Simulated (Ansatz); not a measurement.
# C2H4SSi: small, medium and large basis sets

How large a basis does C2H4SSi need? Two functionals are run in growing sets.

Computed with Ansatz 0.2.0, Gaussian basis. Level: one geometry, several basis sets.

The runs, in order: PBE0-D4/def2-SVP; ωB97M-V/def2-SVP; PBE0-D4/def2-QZVPP; ωB97M-V/def2-QZVPP; the functionals' def2-TZVPP values are taken from earlier runs.

## (1) Structure used throughout

All runs share one geometry, relaxed beforehand with PBE0-D4 in a triple-zeta def2 set.

SMILES `S=C1C[SiH2]1`, 8 atoms, charge 0, spin multiplicity 1.

Atoms are counted from 1 here; the program's logs count them from 0.

Bond lengths: S1–C2 1.597 Å, C2–C3 1.492 Å, C2–Si4 1.848 Å, C3–Si4 1.876 Å, C3–H5 1.093 Å, C3–H6 1.088 Å, Si4–H7 1.479 Å, Si4–H8 1.478 Å. Angles: S1–C2–C3 136.9°, S1–C2–Si4 152.8°, C3–C2–Si4 67.4°, C2–C3–Si4 65.4°, C2–C3–H5 113.6°, C2–C3–H6 118.1°, Si4–C3–H5 110.5°, Si4–C3–H6 129.3°, H5–C3–H6 112.1°, C2–Si4–C3 47.2°, C2–Si4–H7 121.6°, C2–Si4–H8 118.6°, C3–Si4–H7 115.9°, C3–Si4–H8 121.8°, H7–Si4–H8 115.0°.

## (2) PBE0-D4 in def2-SVP

The input, in.yaml:

```yaml
crystal:
  periodic: [false, false, false]
  atoms:
    - {symbol: S, position_ang: [-1.808261, 1.210384, 1.386895]}
    - {symbol: C, position_ang: [-0.752554, 0.497822, 0.423027]}
    - {symbol: C, position_ang: [0.721596, 0.543562, 0.197937]}
    - {symbol: Si, position_ang: [-0.140388, -0.934557, -0.570513]}
    - {symbol: H, position_ang: [1.024551, 1.254117, -0.575560]}
    - {symbol: H, position_ang: [1.372073, 0.585126, 1.068968]}
    - {symbol: H, position_ang: [-0.216790, -0.942751, -2.047135]}
    - {symbol: H, position_ang: [-0.108127, -2.270804, 0.060580]}
basis:
  gaussian: {orbitals: def2-SVP}
hamiltonian: {xc: pbe0, dispersion: d4}
output: {orbitals: {seedname: orbitals}}
```

On the command line:

```
ansatz run in.yaml --threads 2 --pin off --events-out ev --progress --plain --max-ram 4352MiB
```

The runs that follow: ωB97M-V in def2-SVP; PBE0-D4 in def2-QZVPP; ωB97M-V in def2-QZVPP.

Before running them: what should the planned runs give, taken together? Wanted: PBE0-D4: double and triple zeta above quadruple; ωB97M-V: double and triple zeta above quadruple.

As calculated:

| quantity | value |
| --- | --- |
| PBE0-D4: double and triple zeta above quadruple | 9.57, 0.71 eV |
| ωB97M-V: double and triple zeta above quadruple | 9.62, 0.67 eV |

What this shows: PBE0-D4 gains 8.86 eV from double to triple zeta, then 0.71 eV more. Total energies overstate the basis error of differences, where much of it tends to cancel.
